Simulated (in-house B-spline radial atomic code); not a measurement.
**Ti¹²⁺: excited configurations**

How much energy does it take to promote electrons of Ti¹²⁺ to other shells? Each configuration is solved by itself and compared with the reference.

The numbers are computed with in-house B-spline radial atomic code version 1 (Dirac-Hartree-Fock, average of configuration, Fermi nucleus, basis-set limit), except any that are marked as measured or tabulated.

## (1) What is computed

- element: titanium (Z = 22)
- charge: +12
- electrons: 10
- configuration: [He] 2s2 2p6
- Hamiltonian: Dirac-Coulomb
- nucleus: Fermi, rms radius 3.592 fm

The outer shells:

[He] 2s2 2p6
```
[He] core
2s [↑↓]
2p [↑↓][↑↓][↑↓]
```

Input settings:

```ini
Z = 22
electrons = 10.0
configuration = [He] 2s2 2p6
hamiltonian = dirac
method = hf
spin_polarised = False
nucleus = fermi
rms_radius = 3.5921
mass_number = 48
atomic_mass = 47.947940677
speed_of_light = 137.035999084
```

From the earlier run of the reference: total energy -795.117186 hartree. Levels, eight at most:

| orbital | occupation | energy (eV) | <r> (bohr) |
| --- | --- | --- | --- |
| 1s1/2 | 2 | -5346.02 | 0.06948 |
| 2s1/2 | 2 | -892.68 | 0.3183 |
| 2p1/2 | 2 | -795.51 | 0.2822 |
| 2p3/2 | 4 | -789.41 | 0.2847 |

## (2) Run with [He] 2s1 2p6 4s1

Changes to the settings of step 1:

```diff
@@ -2,3 +2,3 @@
 electrons = 10.0
-configuration = [He] 2s2 2p6
+configuration = [He] 2s1 2p6 4s1
 hamiltonian = dirac
```

From the run's result record (rounded, not every field):

```text
{
  "status": "converged",
  "scf [iteration, energy, orbital gradient]": [
    [1, -758.136368129, 1.55],
    [2, -768.588990552, 0.354],
    [3, -768.679395129, 0.131],
    [4, -768.697748394, 0.047],
    [5, -768.70258414, 0.0185],
    [6, -768.702620813, 0.000451],
    [7, -768.702620092, 0.00106],
    [8, -768.702620254, 9.71e-05],
    [9, -768.702620261, 4.24e-05],
    [10, -768.702620262, 9.65e-06],
    [11, -768.702620262, 4.77e-07],
    [12, -768.702620262, 4.04e-08]
  ],
  "energy [hartree]": {"total": -768.702620262, "kinetic": 776.950201601, "nuclear": -1690.3330202, "coulomb": 173.579594189, "exact_exchange": -28.8993958498},
  "breit [hartree]": {"gaunt": 0.2625415, "retardation": -0.02133761, "frequency_dependence": -0.0004852411},
  "qed [hartree]": {"self_energy": 0.1808752, "uehling": -0.01400386, "wichmann_kroll": 6.196929e-05},
  "recoil [hartree]": 0.007042085,
  "total_with_corrections [hartree]": -768.287926186,
  "orbitals [hartree, bohr; first row names the columns]": [
    ["name", "occ", "eps", "<r>"],
    ["1s1/2", 2.0, -198.98783, 0.069491],
    ["2s1/2", 1.0, -34.467383, 0.31725],
    ["2p1/2", 2.0, -30.986612, 0.27711],
    ["2p3/2", 4.0, -30.754187, 0.2795],
    ["4s1/2", 1.0, -6.5894106, 1.5477]
  ],
  "sum_r [bohr^k]": {"-1": 76.8334, "1": 3.67618, "2": 3.402445},
  "energy_minus_base [hartree]": 26.4145655,
  "energy_minus_base_with_corrections [hartree]": 26.3969176
}
```

It took 0.73 s on 1 thread, shared host.

energy_minus_base is the energy less that of the reference run.

## (3) Configuration [He] 2s2 2p5 6f1

Changes to the settings of step 2:

```diff
@@ -2,3 +2,3 @@
 electrons = 10.0
-configuration = [He] 2s1 2p6 4s1
+configuration = [He] 2s2 2p5 6f1
 hamiltonian = dirac
```

Results of the run:

```text
{
  "status": "converged",
  "scf [iteration, energy, orbital gradient]": [
    [1, -758.20121458, 1.44],
    [2, -768.399664289, 0.154],
    [3, -768.477568025, 0.0698],
    [4, -768.493686103, 0.0319],
    [5, -768.497853921, 0.00262],
    [6, -768.497888921, 3.01e-05],
    [7, -768.497888922, 6.35e-07],
    [8, -768.497888922, 2.48e-08]
  ],
  "energy [hartree]": {"total": -768.497888922, "kinetic": 777.112134393, "nuclear": -1683.77189491, "coulomb": 167.350721048, "exact_exchange": -29.1888494505},
  "breit [hartree]": {"gaunt": 0.2564409, "retardation": -0.01929162, "frequency_dependence": -0.0003923481},
  "qed [hartree]": {"self_energy": 0.1887619, "uehling": -0.01459259, "wichmann_kroll": 6.456662e-05},
  "recoil [hartree]": 0.007315898,
  "total_with_corrections [hartree]": -768.07958222,
  "orbitals [hartree, bohr; first row names the columns]": [
    ["name", "occ", "eps", "<r>"],
    ["1s1/2", 2.0, -199.89148, 0.069395],
    ["2s1/2", 2.0, -34.986666, 0.31338],
    ["2p1/2", 1.6667, -31.800372, 0.27558],
    ["2p3/2", 3.3333, -31.567827, 0.27793],
    ["6f5/2", 0.42857, -2.3531839, 3.6793],
    ["6f7/2", 0.57143, -2.3528888, 3.6798]
  ],
  "sum_r [bohr^k]": {"-1": 76.53517, "1": 5.830885, "2": 16.05998},
  "energy_minus_base [hartree]": 26.6192969,
  "energy_minus_base_with_corrections [hartree]": 26.6052615
}
```

Run time: 0.89 s. Hardware: 1 thread, shared host.

## (4) [He] 2s1 2p6 4f1

Changes to the settings of step 3:

```diff
@@ -2,3 +2,3 @@
 electrons = 10.0
-configuration = [He] 2s2 2p5 6f1
+configuration = [He] 2s1 2p6 4f1
 hamiltonian = dirac
```

Results of the run:

```text
{
  "status": "converged",
  "scf [iteration, energy, orbital gradient]": [
    [1, -757.033894705, 1.56],
    [2, -767.559042213, 0.191],
    [3, -767.660056615, 0.0855],
    [4, -767.680442054, 0.0385],
    [5, -767.6855292, 0.00394],
    [6, -767.685584519, 2.64e-05],
    [7, -767.685584522, 8.52e-07],
    [8, -767.685584522, 1.4e-08]
  ],
  "energy [hartree]": {"total": -767.685584522, "kinetic": 775.881046987, "nuclear": -1688.3327348, "coulomb": 173.606838093, "exact_exchange": -28.8407348041},
  "breit [hartree]": {"gaunt": 0.2615939, "retardation": -0.02124303, "frequency_dependence": -0.0004872995},
  "qed [hartree]": {"self_energy": 0.1802299, "uehling": -0.01395701, "wichmann_kroll": 6.176254e-05},
  "recoil [hartree]": 0.007033101,
  "total_with_corrections [hartree]": -767.2723532,
  "orbitals [hartree, bohr; first row names the columns]": [
    ["name", "occ", "eps", "<r>"],
    ["1s1/2", 2.0, -199.01917, 0.069488],
    ["2s1/2", 1.0, -34.702133, 0.31342],
    ["2p1/2", 2.0, -30.969622, 0.27686],
    ["2p3/2", 4.0, -30.736735, 0.27925],
    ["4f5/2", 0.42857, -5.2933831, 1.3779],
    ["4f7/2", 0.57143, -5.292405, 1.3783]
  ],
  "sum_r [bohr^k]": {"-1": 76.74247, "1": 3.501247, "2": 2.809121},
  "energy_minus_base [hartree]": 27.4316013,
  "energy_minus_base_with_corrections [hartree]": 27.4124905
}
```

Wall time 0.83 s (1 thread, shared host).

## (5) Configuration [He] 2s2 2p5 4d1

Changes to the settings of step 4:

```diff
@@ -2,3 +2,3 @@
 electrons = 10.0
-configuration = [He] 2s1 2p6 4f1
+configuration = [He] 2s2 2p5 4d1
 hamiltonian = dirac
```

Results of the run:

```text
{
  "status": "converged",
  "scf [iteration, energy, orbital gradient]": [
    [1, -761.384398734, 1.43],
    [2, -771.517417508, 0.154],
    [3, -771.599301348, 0.0699],
    [4, -771.616163238, 0.0318],
    [5, -771.620482321, 0.00277],
    [6, -771.620521536, 2.79e-05],
    [7, -771.620521537, 6.58e-07],
    [8, -771.620521537, 2.23e-08]
  ],
  "energy [hartree]": {"total": -771.620521537, "kinetic": 780.236274044, "nuclear": -1694.19902524, "coulomb": 171.598684923, "exact_exchange": -29.2564552681},
  "breit [hartree]": {"gaunt": 0.2567934, "retardation": -0.01939586, "frequency_dependence": -0.0003917689},
  "qed [hartree]": {"self_energy": 0.1887347, "uehling": -0.01459058, "wichmann_kroll": 6.455773e-05},
  "recoil [hartree]": 0.007329495,
  "total_with_corrections [hartree]": -771.201977534,
  "orbitals [hartree, bohr; first row names the columns]": [
    ["name", "occ", "eps", "<r>"],
    ["1s1/2", 2.0, -199.41316, 0.069394],
    ["2s1/2", 2.0, -34.529093, 0.31365],
    ["2p1/2", 1.6667, -31.338356, 0.27588],
    ["2p3/2", 3.3333, -31.106176, 0.27824],
    ["4d3/2", 0.4, -5.477678, 1.5447],
    ["4d5/2", 0.6, -5.4747859, 1.5457]
  ],
  "sum_r [bohr^k]": {"-1": 77.00913, "1": 3.698647, "2": 3.453723},
  "energy_minus_base [hartree]": 23.4966643,
  "energy_minus_base_with_corrections [hartree]": 23.4828662
}
```

Run time: 0.84 s. Hardware: 1 thread, shared host.

## (6) Configuration [He] 2s1 2p6 4d1

Changes to the settings of step 5:

```diff
@@ -2,3 +2,3 @@
 electrons = 10.0
-configuration = [He] 2s2 2p5 4d1
+configuration = [He] 2s1 2p6 4d1
 hamiltonian = dirac
```

Results of the run:

```text
{
  "status": "converged",
  "scf [iteration, energy, orbital gradient]": [
    [1, -757.269125172, 1.55],
    [2, -767.733448844, 0.192],
    [3, -767.838449373, 0.0857],
    [4, -767.859548457, 0.0385],
    [5, -767.864768087, 0.00396],
    [6, -767.864828442, 2.28e-05],
    [7, -767.864828443, 7.48e-07],
    [8, -767.864828443, 1.61e-08]
  ],
  "energy [hartree]": {"total": -767.864828443, "kinetic": 776.061419132, "nuclear": -1688.78871549, "coulomb": 173.768447819, "exact_exchange": -28.905979908},
  "breit [hartree]": {"gaunt": 0.2619703, "retardation": -0.02135273, "frequency_dependence": -0.0004867618},
  "qed [hartree]": {"self_energy": 0.1802184, "uehling": -0.01395617, "wichmann_kroll": 6.175877e-05},
  "recoil [hartree]": 0.007008695,
  "total_with_corrections [hartree]": -767.451364891,
  "orbitals [hartree, bohr; first row names the columns]": [
    ["name", "occ", "eps", "<r>"],
    ["1s1/2", 2.0, -198.99537, 0.069487],
    ["2s1/2", 1.0, -34.698193, 0.31367],
    ["2p1/2", 2.0, -30.961875, 0.27714],
    ["2p3/2", 4.0, -30.729331, 0.27953],
    ["4d3/2", 0.4, -5.4740401, 1.546],
    ["4d5/2", 0.6, -5.4712435, 1.5471]
  ],
  "sum_r [bohr^k]": {"-1": 76.7632, "1": 3.671698, "2": 3.442128},
  "energy_minus_base [hartree]": 27.2523574,
  "energy_minus_base_with_corrections [hartree]": 27.2334788
}
```

It took 0.83 s on 1 thread, shared host.

## (7) All configurations in order

| net move | configuration | energy above the reference (eV) | with Breit, QED, recoil (eV) | largest <r> (bohr) |
| --- | --- | --- | --- | --- |
| 2p → 4d | [He] 2s2 2p5 4d1 | 639.38 | 639.00 | 1.55 |
| 2s → 4s | [He] 2s1 2p6 4s1 | 718.78 | 718.30 | 1.55 |
| 2p → 6f | [He] 2s2 2p5 6f1 | 724.35 | 723.97 | 3.68 |
| 2s → 4d | [He] 2s1 2p6 4d1 | 741.57 | 741.06 | 1.55 |
| 2s → 4f | [He] 2s1 2p6 4f1 | 746.45 | 745.93 | 1.38 |

Quantum defects of the promoted electron, δ = n − ζ/√(−2ε) with ζ = 13 and ε its orbital energy in hartree:

| promotion | δ |
| --- | --- |
| 2p → 4d | 0.072 |
| 2s → 4s | 0.419 |
| 2p → 6f | 0.007 |
| 2s → 4d | 0.070 |
| 2s → 4f | 0.004 |

The energies run from 639.38 eV (2p → 4d) to 746.45 eV (2s → 4f). Of those tabulated, the defect is largest for 4s (0.42) and least for 4f (0.00): low angular momentum penetrates the core, high angular momentum stays outside it. Two partly filled shells share a symmetry and can mix in the average, which may lower the energy, for: 2s → 4s. These are averages over configurations, without correlation, not spectroscopic levels.
